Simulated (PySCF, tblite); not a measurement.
# C6H9O2 radical: geometry, infrared bands and EPR parameters

Wanted: the infrared bands and EPR parameters of C6H9O2 radical (`CC(C)O[C@H]1[CH]C1=O`), by calculation.

Programs: tblite 0.8.0 and PySCF 2.14.0, with density-fitted response routines of our own. Each step states its level of theory. These are calculated values for one molecule in the gas phase, unless marked as measured. Atoms are numbered from 0 throughout.

## 1. The molecule as given

17 atoms, charge 0, multiplicity 2; geometry from: force field or distance geometry start.

Bonds of the start (Å): C0–C1 1.50, C1–C2 1.52, C1–O3 1.40, O3–C4 1.39, C4–C5 1.52, C5–C6 1.48, C6–O7 1.23, C6–C4 1.49, C0–H8 1.11, C0–H9 1.12, C0–H10 1.10, C1–H11 1.12, C2–H12 1.10, C2–H13 1.11, C2–H14 1.11, C4–H15 1.11, C5–H16 1.10.

## 2. Relaxing the molecule with GFN2-xTB

Job settings and geometry (Å):

```
{"job": {"kind": "relax", "xc": "GFN2-xTB", "basis": "xTB"}, "charge": 0, "multiplicity": 2}
C     -1.550700     1.224200     0.135500
C     -0.738100    -0.033600     0.240500
C     -1.547700    -1.128400    -0.439000
O      0.480800     0.102500    -0.425900
C      1.559900    -0.129200     0.420700
C      2.728700     0.808500     0.191700
C      2.839500    -0.623300    -0.168600
O      3.454000    -1.597200    -0.601000
H     -1.966800     1.516400     1.123200
H     -2.418700     1.053200    -0.546000
H     -0.923000     2.009900    -0.307900
H     -0.592600    -0.300100     1.320000
H     -1.326800    -2.136300    -0.060600
H     -2.603200    -0.894400    -0.193200
H     -1.438800    -0.990500    -1.531000
H      1.395500    -0.376800     1.487900
H      2.641200     1.506900    -0.656100
```

The run is started by

```
$ OMP_NUM_THREADS=1 python probes_run.py task.json out
```

The driver reads the jobs from task.json and runs them one after another.

Output:

```text
step      E/eV     max force
  0    -691.39356    3.686
  1    -691.79995    3.634
  2    -691.89938    5.478
  3    -692.09009    0.807
  4    -692.14944    0.736
  5    -692.28872    0.677
  6    -692.33945    0.659
  7    -692.39029    0.515
  8    -692.43363    0.684
  9    -692.47948    0.726
 10    -692.52345    1.010
 11    -692.55483    0.648
 12    -692.56870    0.443
 13    -692.58223    0.457
 14    -692.59640    0.274
 15    -692.60526    0.313
 16    -692.61694    0.324
 17    -692.62459    0.235
 18    -692.63182    0.233
 19    -692.63995    0.249
 20    -692.65266    0.260
 21    -692.66854    0.268
 22    -692.68421    0.293
 23    -692.69823    0.393
 24    -692.71247    0.463
 25    -692.72803    0.453
 26    -692.74607    0.362
 27    -692.76750    0.431
 28    -692.79184    0.490
 29    -692.82241    0.467
 30    -692.85401    0.732
 31    -692.85489    1.242
 32    -692.88304    1.106
 33    -692.91185    0.537
 34    -692.93602    0.394
 35    -692.98252    0.860
 36    -693.00337    0.642
 37    -693.01713    0.279
 38    -693.03849    0.705
 39    -693.05568    0.548
 40    -693.07763    0.384
 41    -693.09454    0.412
 42    -693.11154    0.251
 43    -693.12052    0.220
 44    -693.12720    0.224
 45    -693.13428    0.216
 46    -693.14379    0.207
 47    -693.15210    0.167
 48    -693.15632    0.137
 49    -693.15763    0.191
 50    -693.15861    0.073
 51    -693.15953    0.066
 52    -693.16193    0.110
 53    -693.16305    0.097
 54    -693.16424    0.091
 55    -693.16538    0.086
 56    -693.16704    0.082
 57    -693.16882    0.099
 58    -693.17058    0.110
 59    -693.17235    0.119
 60    -693.17437    0.126
 61    -693.17670    0.128
 62    -693.17914    0.125
 63    -693.18160    0.116
 64    -693.18414    0.132
 65    -693.18706    0.123
 66    -693.18972    0.139
 67    -693.19278    0.206
 68    -693.19514    0.139
 69    -693.19847    0.134
 70    -693.20113    0.160
 71    -693.20424    0.175
 72    -693.20688    0.128
 73    -693.20876    0.177
 74    -693.21123    0.154
 75    -693.21306    0.129
 76    -693.21479    0.145
 77    -693.21581    0.142
 78    -693.21737    0.082
 79    -693.21882    0.059
 80    -693.21943    0.044
 81    -693.21974    0.041
 82    -693.21996    0.039
 83    -693.22018    0.034
 84    -693.22044    0.030
 85    -693.22068    0.033
 86    -693.22089    0.035
 87    -693.22114    0.039
 88    -693.22145    0.037
 89    -693.22180    0.040
 90    -693.22210    0.054
 91    -693.22232    0.048
 92    -693.22250    0.036
 93    -693.22275    0.031
 94    -693.22311    0.038
 95    -693.22346    0.039
 96    -693.22371    0.031
 97    -693.22386    0.029
 98    -693.22397    0.031
 99    -693.22407    0.033
100    -693.22415    0.022
101    -693.22420    0.012
102    -693.22422    0.011
103    -693.22424    0.013
104    -693.22426    0.012
105    -693.22428    0.015
106    -693.22432    0.017
107    -693.22436    0.017
108    -693.22440    0.017
109    -693.22445    0.020
110    -693.22450    0.022
111    -693.22455    0.027
112    -693.22460    0.028
113    -693.22464    0.022
114    -693.22466    0.017
115    -693.22468    0.015
116    -693.22472    0.015
117    -693.22476    0.016
118    -693.22483    0.019
119    -693.22491    0.019
120    -693.22499    0.024
121    -693.22508    0.025
122    -693.22516    0.020
123    -693.22523    0.015
124    -693.22528    0.014
125    -693.22530    0.012
126    -693.22533    0.010
127    -693.22535    0.012
128    -693.22537    0.009
```

Wall time 0.77 s (1 thread of Arm Neoverse V1, shared host).

Relaxation path: (not every step is listed)

```csv
step,energy from step 0 (eV),largest force (eV/Å)
0,0.0000,3.6859
1,-0.4064,3.6338
2,-0.5058,5.4775
3,-0.6965,0.8068
4,-0.7559,0.7359
5,-0.8952,0.6768
6,-0.9459,0.6586
7,-0.9967,0.5149
8,-1.0401,0.6838
19,-1.2464,0.2486
30,-1.4605,0.7323
41,-1.7010,0.4122
52,-1.7684,0.1097
63,-1.7880,0.1162
74,-1.8177,0.1541
85,-1.8271,0.0329
96,-1.8302,0.0310
107,-1.8308,0.0168
118,-1.8313,0.0186
123,-1.8317,0.0150
124,-1.8317,0.0137
125,-1.8317,0.0124
126,-1.8318,0.0102
127,-1.8318,0.0119
128,-1.8318,0.0088
```

Close pairs (by a distance rule), those that changed most:

```csv
bond,before (Å),after (Å),change (Å)
C4–C6,1.493,2.442,+0.949
C5–C6,1.481,1.322,-0.158
C4–C5,1.516,1.396,-0.120
C6–O7,1.230,1.173,-0.057
C0–H9,1.117,1.087,-0.030
C4–H15,1.108,1.079,-0.029
O3–C4,1.391,1.364,-0.027
C0–H8,1.111,1.086,-0.025
```

The next job starts from the end point, and lists it.

## 3. Harmonic vibrations with GFN2-xTB

Job settings and geometry (Å):

```
{"job": {"kind": "ir", "xc": "GFN2-xTB", "basis": "xTB"}, "charge": 0, "multiplicity": 2}
C     -1.878231     1.426580     0.216403
C     -0.966405     0.217014     0.384907
C     -1.521157    -1.010033    -0.340978
O      0.301066     0.579391    -0.136353
C      1.353115    -0.200189     0.247069
C      2.561186    -0.081105    -0.441319
C      3.707364    -0.687549    -0.181668
O      4.737535    -1.218378    -0.001600
H     -2.863898     1.210471     0.617719
H     -1.967145     1.673369    -0.838153
H     -1.460818     2.283907     0.737905
H     -0.857465    -0.018172     1.456556
H     -0.823311    -1.841129    -0.262322
H     -2.470613    -1.304999     0.096678
H     -1.670394    -0.780177    -1.393020
H      1.236884    -0.835251     1.111464
H      2.575288     0.598279    -1.283197
```

Output:

```text
mode    cm-1     km/mol
  1      42.1      0.69
  2      81.0      1.55
  3      98.1      1.45
  4     155.8      3.19
  5     171.9      0.00
  6     202.2      0.94
  7     228.8     10.81
  8     238.4      3.87
  9     305.8      1.83
 10     397.6      3.84
 11     441.9      2.61
 12     467.7      4.23
 13     472.9      3.73
 14     594.3      5.90
 15     727.3     45.75
 16     877.4      2.26
 17     938.9      1.19
 18     951.5      8.12
 19     971.1      2.44
 20    1040.9      6.13
 21    1131.2     52.96
 22    1141.9     92.61
 23    1160.6     24.25
 24    1187.9    190.27
 25    1199.7    180.03
 26    1235.7     22.01
 27    1312.6     14.70
 28    1324.7     39.90
 29    1392.6     12.43
 30    1405.7     12.11
 31    1448.9     65.68
 32    1473.3      1.20
 33    1483.9      2.92
 34    1486.3      1.63
 35    1497.6      4.42
 36    2206.6   1149.84
 37    2840.2     69.06
 38    3033.4     22.39
 39    3044.3      0.97
 40    3047.6     18.39
 41    3048.7     29.08
 42    3051.4     19.55
 43    3052.8      9.68
 44    3054.6     54.38
 45    3072.8     39.62
```

It took 0.5 s on 1 thread of Arm Neoverse V1, shared host.

Which atoms move in the most intense modes:

```csv
cm⁻¹,km/mol,atoms
1131,53.0,"C1 22 %, C4 15 %, H16 12 %, H11 11 %"
1142,92.6,"C1 28 %, H11 12 %"
1188,190.3,"C1 21 %, O3 17 %, C4 14 %, H9 11 %"
1200,180.0,"C5 24 %, H16 20 %, C4 17 %, O3 14 %"
1449,65.7,"C4 48 %, C5 33 %"
2207,1149.8,"C6 69 %, O7 23 %"
2840,69.1,H11 93 %
3055,54.4,"H8 72 %, H13 15 %"
```

The optimised geometry no longer has the bonds of the starting formula, so what follows describes that rearranged structure.

## 4. g tensor and hyperfine couplings: B3LYP/pcH-1

Same as in step 3 but for these lines:

```diff
@@ -1,2 +1,2 @@
-{"job": {"kind": "ir", "xc": "GFN2-xTB", "basis": "xTB"}, "charge": 0, "multiplicity": 2}
+{"job": {"kind": "epr", "basis": "pcH-1"}, "charge": 0, "multiplicity": 2}
 C     -1.878231     1.426580     0.216403
```

Level: UKS B3LYP, pcH-1 on C H O, non-relativistic, mean-field spin-orbit, GIAO.

Output:

```text
UKS, coarse grid
  cycle   1  E = -384.28549012  |g| = 6.50e-01
  cycle   2  E = -383.82498271  |g| = 1.30e+00
  cycle   3  E = -384.42841441  |g| = 2.15e-01
  cycle   4  E = -384.44663614  |g| = 8.05e-02
  cycle   5  E = -384.44891808  |g| = 3.42e-02
  cycle   6  E = -384.44943908  |g| = 6.89e-03
  cycle   7  E = -384.44946634  |g| = 2.82e-03
  cycle   8  E = -384.44947282  |g| = 1.42e-03
  cycle   9  E = -384.44947432  |g| = 7.35e-04
UKS, final grid
  cycle   1  E = -384.44948133  |g| = 1.16e-03
  cycle   2  E = -384.44948030  |g| = 2.01e-03
  cycle   3  E = -384.44948189  |g| = 2.20e-04
  cycle   4  E = -384.44948191  |g| = 6.38e-05
  cycle   5  E = -384.44948191  |g| = 3.11e-05
  cycle   6  E = -384.44948192  |g| = 1.30e-05
E = -384.44948192 Eh   <S^2> = 0.7631 (exact 0.7500)
g shifts (ppm)      1          2          3
  rmc          -217       -217       -217
  gc             54         -6         39
  oz_so       -6102        -66       2539
  total       -6266       -289       2361
hyperfine (MHz)  atom isotope    a_iso     a_fc   dipolar eigenvalues
    0   13C      -0.07      -0.07     -0.40     -0.33      0.72
    1   13C      -0.53      -0.53     -1.47     -0.84      2.31
    2   13C      -0.58      -0.58     -1.64     -0.26      1.90
    3   17O     -18.87     -18.87    -50.47     23.98     26.49
    4   13C      67.50      67.50    -62.23    -61.83    124.06
    5   13C     -44.17     -44.17    -17.39      5.60     11.79
    6   13C      22.07      22.07    -28.95    -26.84     55.78
    7   17O     -11.94     -11.94    -49.49     23.48     26.01
    8    1H      -0.94      -0.94     -0.86     -0.73      1.59
    9    1H      -0.19      -0.19     -1.36     -1.18      2.54
   10    1H      -0.12      -0.12     -1.45     -1.38      2.83
   11    1H       4.17       4.17     -3.00     -2.92      5.92
   12    1H      -0.74      -0.74     -3.80     -2.14      5.94
   13    1H      -1.08      -1.08     -1.44     -0.89      2.32
   14    1H       0.16       0.16     -1.60     -1.29      2.89
   15    1H     -49.72     -49.72    -27.96     -0.23     28.19
   16    1H       5.59       5.59     -4.79     -0.00      4.79
```

Run time: 89 s. Hardware: 1 thread of Arm Neoverse V1, shared host; peak memory 0.97 GiB.

Principal g values 1.99605, 2.00203, 2.00468; g(iso) = 2.00092, against 2.00232 for a free electron.

Hyperfine couplings, nucleus by nucleus at this fixed geometry (no averaging over rotations):

```csv
nuclei,isotope,a(iso) (MHz),"a(iso) (G, at g = 2.0023)",largest dipolar term (MHz)
C4,13C,67.5,24.1,124.1
H15,1H,-49.7,-17.7,28.2
C5,13C,-44.2,-15.8,-17.4
C6,13C,22.1,7.9,55.8
O3,17O,-18.9,-6.7,-50.5
O7,17O,-11.9,-4.3,-49.5
H16,1H,5.6,2.0,4.8
H11,1H,4.2,1.5,5.9
H13,1H,-1.1,-0.4,2.3
H8,1H,-0.9,-0.3,1.6
H12,1H,-0.7,-0.3,5.9
C2,13C,-0.6,-0.2,1.9
C1,13C,-0.5,-0.2,2.3
H9,1H,-0.2,-0.1,2.5
```

Mulliken spin populations:

C0 0.00; C1 -0.01; C2 0.01; O3 0.09; C4 0.71; C5 -0.16; C6 0.28; O7 0.10; H8 0.00; H9 0.00; H10 0.00; H11 0.01; H12 0.00; H13 0.00; H14 0.00; H15 -0.04; H16 0.00

Orbitals, density, ELF and potential are computed afterwards from the orbital file.

ELF in a plane through or near 8 of the atoms.

Ten even steps from '0' (0.00) to '9' (1.00):
```
0000000000000000000000000000
0000000000000000000000000000
0000000000000000000000000000
0000000000000000352000000000
0000000000000000896100000000
0000000222000210897200000000
0000001345202750686310000000
0000113666515970513773000000
0014656874857474936997000000
0016874382917782676997000000
0026835375836443621462000000
0016886653575018930000000000
0003762210251156189600000000
0000320000010799599920000000
0000000000000999699920000000
0000000000001998279700000000
0000000000000573012100000000
0000000000000000000000000000
0000000000000000000000000000
0000000000000000000000000000
```
The map spans 15.0 Å across and 9.2 Å up, centred on the molecule. Atoms in the plane (x, y in Å): C0 (2.1, 1.0), C1 (1.0, 0.0), O3 (-0.2, 0.6), C4 (-1.4, 0.1), C6 (-3.8, 0.1), O7 (-4.9, -0.2), H12 (0.4, -2.0), H13 (2.2, -1.8).

log10 of the density (e/Å³) in the same plane.

Values, 10 rows by 14 columns:
```
-4.0 -4.0 -4.0 -4.0 -4.0 -4.0 -4.0 -4.0 -4.0 -4.0 -4.0 -4.0 -4.0 -4.0
-4.0 -4.0 -4.0 -4.0 -4.0 -4.0 -4.0 -3.9 -2.8 -2.8 -3.6 -4.0 -4.0 -4.0
-4.0 -4.0 -4.0 -3.1 -2.6 -2.7 -2.9 -2.6 -1.4 -1.4 -2.5 -4.0 -4.0 -4.0
-4.0 -3.7 -2.4 -1.7 -1.1 -1.2 -1.0 -0.8 -0.4 -0.2 -1.4 -3.1 -4.0 -4.0
-4.0 -2.0 -0.6 -0.1  0.1  0.1  0.3  0.5  0.1  0.2 -0.6 -2.7 -4.0 -4.0
-4.0 -1.6  0.5  0.4  0.0  0.0 -0.1 -0.2  0.2 -0.9 -1.4 -3.1 -4.0 -4.0
-4.0 -2.2 -0.9 -1.0 -1.5 -1.3 -1.3 -0.5  0.3 -0.6 -2.2 -4.0 -4.0 -4.0
-4.0 -3.9 -2.5 -2.5 -2.7 -2.5 -1.8 -0.1 -0.2 -0.5 -2.3 -4.0 -4.0 -4.0
-4.0 -4.0 -4.0 -4.0 -4.0 -4.0 -2.8 -1.7 -1.8 -2.1 -3.2 -4.0 -4.0 -4.0
-4.0 -4.0 -4.0 -4.0 -4.0 -4.0 -4.0 -3.6 -3.5 -3.8 -4.0 -4.0 -4.0 -4.0
```
The map spans 15.0 Å across and 9.2 Å up, centred on the molecule. Atoms in the plane (x, y in Å): C0 (2.1, 1.0), C1 (1.0, 0.0), O3 (-0.2, 0.6), C4 (-1.4, 0.1), C6 (-3.8, 0.1), O7 (-4.9, -0.2), H12 (0.4, -2.0), H13 (2.2, -1.8).

On the surface of density 0.002 e/bohr³ the electrostatic potential runs, from the 1st to the 99th percentile, from -1.01 V near O3 to 1.19 V near C6.

The spin density lies nearest to C4 41 %; C6 20 %; O3, O7 about 10 % each; C5 8 % (beta excess).

## 5. Summary of results

```
                                                                  quantity                   value
                                 strongest single infrared mode (GFN2-xTB)  2207 cm⁻¹, 1150 km/mol
                                              zero-point energy (GFN2-xTB)           84.0 kcal/mol
                                                            g(iso) (B3LYP)                 2.00092
                                                                      ⟨S²⟩      0.763 (exact 0.75)
                                                            largest a(iso)     13C on C4, 67.5 MHz
potential on the surface of density 0.002 e/bohr³, 1st and 99th percentile      -1.01 V and 1.19 V
```

Over 128 steps the energy fell by 1.832 eV; of the close pairs, C4–C6 changed most, 1.493 to 2.442 Å. The frame itself reshapes: C4···C6 goes from 1.49 to 2.44 Å. All 45 modes are real, so the xTB geometry is a minimum. The strongest single mode, at 2207 cm⁻¹, moves mainly C6. Unscaled tight-binding wavenumbers are off by several per cent, some by more. Its intensities can rank the bands wrongly. The structure rearranged or came apart on optimisation; the results belong to the end geometry, not to the formula as drawn. C4 carries the largest spin population, 0.71 e. The isotropic g lies 1.4 ppt below the free-electron value. The conformer search found further structures of the same energy, which may be mirror or relabelled copies of this one.
